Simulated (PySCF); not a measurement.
# CH9B2NO: the cost of one run

Computed with PySCF 2.14.0, with density-fitted response routines of our own, on a single molecule in the gas phase. Atoms count from 0, in the outputs and in this text.

### 1 Starting geometry

14 atoms, charge 0, multiplicity 1; geometry from: GFN2-xTB.

Bonds of the start (Å): B0–C1 1.57, C1–O2 1.40, O2–B3 1.46, B3–N4 1.66, B0–H5 1.17, B0–H6 1.17, C1–H7 1.11, C1–H8 1.11, B3–H9 1.20, B3–H10 1.20, N4–H11 1.01, N4–H12 1.01, N4–H13 1.01.

### 2 Excited states and response: wB97X-D/def2-SVPD

What the job is given:

```
{"job": {"kind": "uv", "xc": "wB97X-D", "basis": "def2-SVPD", "nstates": 8, "ntriplets": 3}, "charge": 0, "multiplicity": 1}
B      2.545202     0.737948     0.213852
C      1.354680    -0.100261    -0.364949
O      0.063993     0.344756    -0.039531
B     -1.065343    -0.471412    -0.472360
N     -2.202908     0.044867     0.622530
H      3.631512     0.389943    -0.044187
H      2.363608     1.677908     0.882317
H      1.463096    -0.139816    -1.467990
H      1.469251    -1.162013    -0.065752
H     -0.922352    -1.651489    -0.302541
H     -1.513852    -0.182273    -1.548251
H     -3.132202    -0.302414     0.418040
H     -2.161725     1.055886     0.557684
H     -1.893638    -0.242103     1.544169
```

Level: TDDFT wB97X-D/def2-SVPD, vertical, gas phase, core orbitals frozen in the response.

Run with:

```console
$ OMP_NUM_THREADS=1 python probes_run.py task.json out
```

The driver reads the jobs from task.json and runs them one after another.

**Question.** How long does this job take on 1 thread of Intel Xeon at 2.70GHz, shared host, and how much memory does it need?

About 38 s, with a peak of 0.72 GiB.
